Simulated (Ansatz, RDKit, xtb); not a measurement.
# C4H4O3S2: ranking a sample of isomers

Which of a sample of isomers of C4H4O3S2 is the most stable in the gas at 298.15 K, and what are its properties? The sample is small against all isomers, and the most stable one of this formula need not be in it.

The funnel: GFN2-xTB relaxations, single points with a density functional, relaxations at r2SCAN-D4/def2-SVP, harmonic vibrations (at GFN2-xTB), and a last energy at a higher level. All values are calculated.

### 1 Drawing up candidates

Isomers were taken from a list of plausible structures; this is a sample, not all of them. That gives 4 candidates.

```tsv
label	SMILES	spin
c008	O=C1CC=C1S[SH](=O)=O	singlet
c499	CSc1oc(=O)oc1S	singlet
c699	CS(=O)(=O)C(=C=S)C=O	singlet
c926	C#CC(=S)CS(=O)(=O)O	singlet
```

Candidates are built by distance geometry, with a force field where one applies, in up to four conformers (letters a to d).

Q: Predict the outcome of this search (final energies at CCSD(T)/def2-SVP + MP2/def2-TZVPP - MP2/def2-SVP).

| quantity | value |
| --- | --- |
| lowest structure found | CSc1oc(=O)oc1S, singlet |
| next finalist | CS(=O)(=O)C(=C=S)C=O, singlet, 37.2 kcal/mol higher in G |
| share at equilibrium, among the finalists | 100.0 % |

The lowest structure found is `CSc1oc(=O)oc1S`. Among the finalists first place is clear (37.2 kcal/mol); structures outside the list aren't covered. r2SCAN-D4/def2-SVP, r2SCAN-D4/def2-SVP, relaxed, HF/def2-SVP and MP2/def2-SVP already put its bonding pattern lowest among the structures in one piece. Lowest found is not proven lowest: the search is finite, and each finalist counts with one conformer. Only 4 drawn patterns were tried, so whole families of isomers are missing, and the result ranks this sample alone. The lowest isomer need not be the one that is made and kept in a bottle, which depends on barriers.
